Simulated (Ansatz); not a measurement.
CClFNOSi, SMILES O=C=N[Si](F)Cl, a geometry optimisation

Program: the Python package of Ansatz (0.2.0).

At the Python prompt:
```pycon
>>> import ansatz
>>> from ase import Atoms
>>> import numpy as np
>>> atoms = Atoms(['O', 'C', 'N', 'Si', 'F', 'Cl'], positions=[
...     (-0.0335, -1.9269, -1.9797),
...     (-0.0524, -0.9071, -1.3427),
...     (-0.0474, 0.0745, -0.7177),
...     (0.2617, 1.1116, 0.6645),
...     (1.4153, 0.5178, 1.5067),
...     (-1.5016, 1.0661, 1.8227),
... ])
>>> cclfnosi = ansatz.Crystal.molecule_from_ase(atoms)
>>> calc = (
...     cclfnosi.calculation()
...     .basis(gaussian='cc-pVDZ')
...     .functional('cam_b3lyp')
...     .spin('collinear', total=1)
... )
>>> symbols = [site.symbol for site in cclfnosi.cartesian_sites]
>>> start = np.array([site.position_ang for site in cclfnosi.cartesian_sites], dtype=float)
>>> def progress(event):
...     if event['event'] == 'relax_step':
...         row = event['data']
...         print(f'step {row["step"]:3d}  E = {row["lagrangian_ev"]:.6f} eV  largest force component {row["allowed_force_max_ev_ang"]:.4f} eV/A')
...
>>> report = calc.relax(force_tolerance=0.01, max_steps=100).session().plan().execute(on_event=progress).report
step   1  E = -27691.496314 eV  largest force component 6.3573 eV/A
step   2  E = -27691.767033 eV  largest force component 1.7406 eV/A
step   3  E = -27691.835399 eV  largest force component 0.3140 eV/A
step   4  E = -27691.841514 eV  largest force component 0.3008 eV/A
step   5  E = -27691.853998 eV  largest force component 0.7561 eV/A
step   6  E = -27691.859939 eV  largest force component 0.5196 eV/A
step   7  E = -27691.880747 eV  largest force component 0.1462 eV/A
step   8  E = -27691.882659 eV  largest force component 0.1768 eV/A
step   9  E = -27691.880330 eV  largest force component 0.7200 eV/A
step  10  E = -27691.886199 eV  largest force component 0.0248 eV/A
step  11  E = -27691.887023 eV  largest force component 0.1364 eV/A
step  12  E = -27691.887762 eV  largest force component 0.0753 eV/A
step  13  E = -27691.889523 eV  largest force component 0.0903 eV/A
step  14  E = -27691.891152 eV  largest force component 0.1016 eV/A
step  15  E = -27691.891273 eV  largest force component 0.1197 eV/A
step  16  E = -27691.877950 eV  largest force component 1.1056 eV/A
step  17  E = -27691.891897 eV  largest force component 0.0950 eV/A
step  18  E = -27691.893366 eV  largest force component 0.2251 eV/A
step  19  E = -27691.894232 eV  largest force component 0.1062 eV/A
step  20  E = -27691.894334 eV  largest force component 0.0951 eV/A
step  21  E = -27691.894036 eV  largest force component 0.3735 eV/A
step  22  E = -27691.894594 eV  largest force component 0.1771 eV/A
step  23  E = -27691.895685 eV  largest force component 0.1037 eV/A
step  24  E = -27691.895952 eV  largest force component 0.1789 eV/A
step  25  E = -27691.891855 eV  largest force component 0.4118 eV/A
step  26  E = -27691.896075 eV  largest force component 0.1316 eV/A
step  27  E = -27691.896319 eV  largest force component 0.0447 eV/A
step  28  E = -27691.896445 eV  largest force component 0.0361 eV/A
step  29  E = -27691.896725 eV  largest force component 0.0610 eV/A
step  30  E = -27691.896878 eV  largest force component 0.0387 eV/A
step  31  E = -27691.896962 eV  largest force component 0.0130 eV/A
step  32  E = -27691.896940 eV  largest force component 0.0605 eV/A
step  33  E = -27691.897037 eV  largest force component 0.0029 eV/A
step  34  E = -27691.896997 eV  largest force component 0.0638 eV/A
step  35  E = -27691.897077 eV  largest force component 0.0304 eV/A
step  36  E = -27691.897078 eV  largest force component 0.0214 eV/A
step  37  E = -27691.897086 eV  largest force component 0.0100 eV/A
step  38  E = -27691.897089 eV  largest force component 0.0031 eV/A
>>> end = np.array(report['positions_ang'])
>>> print(f'E = {report["free_energy_ev"]:.6f} eV = {report["free_energy_ev"] / 27.211386246:.7f} Ha')
E = -27691.897195 eV = -1017.6584517 Ha
>>> print('converged:', report['converged'], ' doubts:', report['published_state_doubts'] or 'none')
converged: True  doubts: none
>>> print('final positions (A) and the move of each atom')
final positions (A) and the move of each atom
>>> for symbol, xyz, old in zip(symbols, end, start):
...     print(f'{symbol:2s} {xyz[0]:10.5f} {xyz[1]:10.5f} {xyz[2]:10.5f}   {np.linalg.norm(xyz - old):7.4f}')
...
O    -0.17728   -1.61454   -2.35378    0.5081
C    -0.03602   -1.02920   -1.35745    0.1241
N     0.11776   -0.47480   -0.29364    0.7133
Si    0.23280    0.98883    0.60377    0.1400
F     1.42997    0.77354    1.69424    0.3175
Cl   -1.52512    1.29216    1.66065    0.2791
```

Reading the output:
- Total energies depend on the basis set; only differences at equal settings carry meaning.
- The end point is the stationary point reached from this start; no frequency run checks that it is a minimum, and the basis set is modest.
- The run takes the species as open-shell (spin multiplicity 2), which needn't be its ground state.
- Finished in 5.5 min on 1 thread of Arm Neoverse V1, with other jobs on the host, peak memory 0.41 GiB.
